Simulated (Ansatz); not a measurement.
**C2H8GeSi: a ladder of functionals and wavefunction methods**

One table from this session's results is given with a row withheld; the runs are named, their logs left out.

The runs use Ansatz 0.2.0, Gaussian basis; functionals in def2-TZVPP, the program's frozen cores in correlated methods.

Plan: LDA (SPW92), PBE-D4, revPBE-D4, BLYP-D4, r2SCAN-D4, B97M-V, PBE0-D4, B3LYP-D4, r2SCANh-D4, r2SCAN0-D4, HSE06-D4, BHLYP-D4, CAM-B3LYP-D4, LC-ωPBE, ωB97X-V, ωB97M-V, B2PLYP, PBE-QIDH; CCSD(T)/def2-SVP; CCSD(T)/def2-TZVPP; MP2/def2-QZVPP; extrapolation to the limit; RPA on PBE.

## The relaxed structure

An earlier PBE0-D4 in a triple-zeta def2 set relaxation fixed the geometry.

SMILES `[SiH3][CH]1[CH2][GeH2]1`, 12 atoms, charge 0, spin multiplicity 1.

Atoms are counted from 1 here; the program's logs count them from 0.

Bond lengths: Si1–C2 1.848 Å, Si1–H5 1.487 Å, Si1–H6 1.492 Å, Si1–H7 1.490 Å, C2–C3 1.533 Å, C2–Ge4 1.955 Å, C2–H8 1.088 Å, C3–Ge4 1.935 Å, C3–H9 1.086 Å, C3–H10 1.085 Å, Ge4–H11 1.522 Å, Ge4–H12 1.522 Å. Angles: C2–Si1–H5 110.7°, C2–Si1–H6 112.4°, C2–Si1–H7 108.8°, H5–Si1–H6 108.3°, H5–Si1–H7 109.0°, H6–Si1–H7 107.5°, Si1–C2–C3 120.1°, Si1–C2–Ge4 118.9°, Si1–C2–H8 115.1°, C3–C2–Ge4 66.1°, C3–C2–H8 114.7°, Ge4–C2–H8 113.2°, C2–C3–Ge4 67.5°, C2–C3–H9 117.1°, C2–C3–H10 116.9°, Ge4–C3–H9 117.5°, Ge4–C3–H10 117.9°, H9–C3–H10 112.9° and more.

Set-up of the first run:

in.yaml reads:

```yaml
crystal:
  periodic: [false, false, false]
  atoms:
    - {symbol: Si, position_ang: [-0.708811, 1.223032, -0.997542]}
    - {symbol: C, position_ang: [-0.525169, -0.011887, 0.364993]}
    - {symbol: C, position_ang: [0.760796, -0.049856, 1.198448]}
    - {symbol: Ge, position_ang: [0.570176, -1.602034, 0.058476]}
    - {symbol: H, position_ang: [-1.821432, 0.841329, -1.907615]}
    - {symbol: H, position_ang: [-0.972475, 2.599585, -0.486197]}
    - {symbol: H, position_ang: [0.560350, 1.270734, -1.777238]}
    - {symbol: H, position_ang: [-1.434891, -0.219908, 0.923791]}
    - {symbol: H, position_ang: [1.536372, 0.665993, 0.944449]}
    - {symbol: H, position_ang: [0.647485, -0.188383, 2.268197]}
    - {symbol: H, position_ang: [1.371577, -1.675321, -1.233537]}
    - {symbol: H, position_ang: [0.093024, -2.908383, 0.677877]}
basis:
  gaussian: {orbitals: def2-TZVPP}
hamiltonian: {xc: lda}
output: {orbitals: {seedname: orbitals}}
```

Started as:

```console
$ ansatz run in.yaml --threads 4 --pin off --events-out ev --progress --plain --max-ram 10444MiB
```

Steps of the session up to this table: LDA; PBE-D4 (GGA); revPBE-D4 (GGA); BLYP-D4 (GGA); r2SCAN-D4 (meta-GGA); B97M-V (meta-GGA); PBE0-D4 (hybrid); B3LYP-D4 (hybrid); r2SCANh-D4 (hybrid); r2SCAN0-D4 (hybrid); HSE06-D4 (hybrid); BHLYP-D4 (hybrid); CAM-B3LYP-D4 (range-separated); LC-ωPBE (range-separated); ωB97X-V (range-separated); ωB97M-V (range-separated); B2PLYP (double hybrid); PBE-QIDH (double hybrid).

One of the session's tables, all rows but one given; the rest of the session is left out.

It belongs to the step «Orbital energies across the functionals». 

```
  functional  HOMO (eV)  gap (eV)
 LDA (SPW92)          ?         ?
      PBE-D4      -5.59      4.95
   revPBE-D4      -5.53      4.98
     BLYP-D4      -5.43      4.89
   r2SCAN-D4      -5.78      5.39
      B97M-V      -5.81      5.29
     PBE0-D4      -6.59      6.75
    B3LYP-D4      -6.39      6.33
  r2SCANh-D4      -6.16      6.05
  r2SCAN0-D4      -6.72      7.03
    HSE06-D4      -6.20      5.99
    BHLYP-D4      -7.45      8.44
CAM-B3LYP-D4      -7.81      8.95
     LC-ωPBE      -9.10     11.35
     ωB97X-V      -8.77     10.88
     ωB97M-V      -8.67     10.54
```

Q: Estimate the row for LDA (SPW92) from the others.

As computed: HOMO (eV): -5.74; gap (eV): 4.90. In the column «HOMO (eV)» it lies between r2SCAN-D4 (-5.78) and PBE-D4 (-5.59).
